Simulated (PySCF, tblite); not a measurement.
# C₅H₅B: geometry, infrared bands, NMR shifts and spin-spin couplings

Wanted: the infrared bands, NMR shifts and spin-spin couplings of C₅H₅B (`C#CC#CBC`), by calculation.

Programs: tblite 0.8.0 and PySCF 2.14.0, with density-fitted response routines of our own. Each step states its level of theory. These are calculated values for one molecule in the gas phase, unless marked as measured. Atoms are numbered from 0 throughout.

**1. The starting structure**

11 atoms, charge 0, multiplicity 1; geometry from: force field or distance geometry start.

Bonds of the start (Å): C0–C1 1.20, C1–C2 1.44, C2–C3 1.20, C3–B4 1.56, B4–C5 1.60, C0–H6 1.07, B4–H7 1.20, C5–H8 1.11, C5–H9 1.09, C5–H10 1.11.

**2. Relaxing the molecule with GFN2-xTB**

What the job is given:

```
{"job": {"kind": "relax", "xc": "GFN2-xTB", "basis": "xTB"}, "charge": 0, "multiplicity": 1}
C     -0.833300     2.859300    -2.648300
C     -0.497200     1.938400    -1.964400
C     -0.053100     0.839600    -1.152900
C      0.325900    -0.079100    -0.483400
B      0.796400    -1.282600     0.394800
C      0.196100    -1.436400     1.868800
H     -1.143600     3.673900    -3.270500
H      1.034600    -2.279200    -0.224300
H     -0.722700    -0.812000     1.843700
H     -0.018400    -2.481000     2.107300
H      0.920600    -0.938300     2.543300
```

Launch:

```console
$ OMP_NUM_THREADS=1 python probes_run.py task.json out
```

The driver reads the jobs from task.json and runs them one after another.

**Question.** This job is followed by: GFN2-xTB harmonic vibrations, gas phase; GIAO PBE0/pcSseg-1 NMR shielding, non-relativistic, gas phase; B3LYP/pcJ-1 indirect spin-spin coupling, non-relativistic, gas phase. Predict these results of the whole session: strongest single infrared mode (GFN2-xTB); zero-point energy (GFN2-xTB); 13C shifts against TMS (PBE0/pcSseg-1); 1H shifts against TMS (PBE0/pcSseg-1, means over atoms taken as alike); 11B shifts against BF3·OEt2 (PBE0/pcSseg-1); largest coupling of the table (B3LYP/pcJ-1).

As calculated:

| quantity | value |
| --- | --- |
| strongest single infrared mode (GFN2-xTB) | 1253 cm⁻¹, 181 km/mol |
| zero-point energy (GFN2-xTB) | 47.5 kcal/mol |
| 13C shifts against TMS (PBE0/pcSseg-1) | 133.8, 99.4, 91.3, 72.3, 17.8 ppm |
| 1H shifts against TMS (PBE0/pcSseg-1, means over atoms taken as alike) | 6.89, 3.20, 1.16 ppm |
| 11B shifts against BF3·OEt2 (PBE0/pcSseg-1) | 70.3 ppm |
| largest coupling of the table (B3LYP/pcJ-1) | 1J(C,H) C0–H6, 274.2 Hz |

**Reading.** The optimisation took 40 steps and gained 0.524 eV; among the close pairs (by a distance rule), C1–C2 changed most, from 1.436 to 1.355 Å. No mode is imaginary among the 27: a minimum at this level. The strongest single mode, at 1253 cm⁻¹, has its largest shares on B4, C2 and C3 (the list is cut at 3 atoms). Unscaled tight-binding wavenumbers are off by several per cent, some by more. Its intensities can rank the bands wrongly. At PBE0/pcSseg-1: The widest tensor belongs to C3: span 340 ppm, with a paramagnetic part of -164 ppm. Of the pairs tabulated at B3LYP/pcJ-1, C0–H6 couples most strongly (274.2 Hz; Fermi contact 276.3 Hz).
